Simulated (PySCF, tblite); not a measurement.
# C₆H₁₄N radical: geometry, infrared bands and EPR parameters

Wanted: the infrared bands and EPR parameters of C₆H₁₄N radical (`[CH2][C@H](CC)CCN`), by calculation.

Computed with tblite 0.8.0 and PySCF 2.14.0, with density-fitted response routines of our own, on a single molecule in the gas phase. Atoms count from 0, in the outputs and in this text.

## Step 1: Starting geometry

21 atoms, charge 0, multiplicity 2; geometry from: force field or distance geometry start.

Bonds of the start (Å): C0–C1 1.49, C1–C2 1.50, C2–C3 1.49, C1–C4 1.52, C4–C5 1.49, C5–N6 1.45, C0–H7 1.10, C0–H8 1.11, C1–H9 1.10, C2–H10 1.13, C2–H11 1.13, C3–H12 1.10, C3–H13 1.13, C3–H14 1.13, C4–H15 1.11, C4–H16 1.12, C5–H17 1.10, C5–H18 1.13, N6–H19 1.07, N6–H20 1.06.

## Step 2: Relaxing the molecule with GFN2-xTB

What the job is given:

```
{"job": {"kind": "relax", "xc": "GFN2-xTB", "basis": "xTB"}, "charge": 0, "multiplicity": 2}
C      0.111800     1.532800     0.268200
C     -0.186600     0.303400    -0.523300
C     -1.669400     0.086800    -0.662200
C     -2.405100    -0.045200     0.630900
C      0.495800    -0.937200     0.036800
C      1.983800    -0.866900     0.070800
N      2.524800     0.207500     0.887600
H      0.043400     2.477300    -0.281800
H     -0.301400     1.547800     1.294100
H      0.220000     0.446200    -1.540500
H     -1.889300    -0.783300    -1.354300
H     -2.095100     0.998400    -1.169200
H     -2.194200     0.717100     1.394200
H     -2.300700    -1.085400     1.061200
H     -3.506600     0.037600     0.402800
H      0.214800    -1.772000    -0.633600
H      0.084200    -1.212900     1.044400
H      2.432300    -0.931600    -0.926400
H      2.324900    -1.808000     0.599200
H      3.564200    -0.021700     0.988300
H      2.539500     1.126300     0.353300
```

On the command line:

```sh
> OMP_NUM_THREADS=1 python probes_run.py task.json out
```

One launch serves the whole session: the jobs run in the order shown.

**Question.** This job is followed by: GFN2-xTB harmonic vibrations, gas phase; UKS B3LYP, pcH-1 on C H N, non-relativistic, mean-field spin-orbit, GIAO. What will the session give for the following? strongest single infrared mode (GFN2-xTB); zero-point energy (GFN2-xTB); g(iso) (B3LYP); ⟨S²⟩; largest a(iso) (averaged by class); potential on the surface of density 0.002 e/bohr³, 1st and 99th percentile.

The runs gave:

| quantity | value |
| --- | --- |
| strongest single infrared mode (GFN2-xTB) | 2827 cm⁻¹, 89 km/mol |
| zero-point energy (GFN2-xTB) | 117.7 kcal/mol |
| g(iso) (B3LYP) | 2.00271 |
| ⟨S²⟩ | 0.755 (exact 0.75) |
| largest a(iso) (averaged by class) | 13C on C0, 166.4 MHz |
| potential on the surface of density 0.002 e/bohr³, 1st and 99th percentile | -1.87 V and 1.04 V |

The optimisation took 91 steps and gained 0.718 eV; among the close pairs (by a distance rule), N6–H19 changed most, from 1.069 to 1.015 Å. No mode is imaginary among the 57: a minimum at this level. The strongest single mode, at 2827 cm⁻¹, moves mainly H17. Unscaled tight-binding wavenumbers are off by several per cent, some by more. Its intensities can rank the bands wrongly. Most of the unpaired spin sits on C0 (0.87 e). The isotropic g lies 0.4 ppt above the free-electron value.
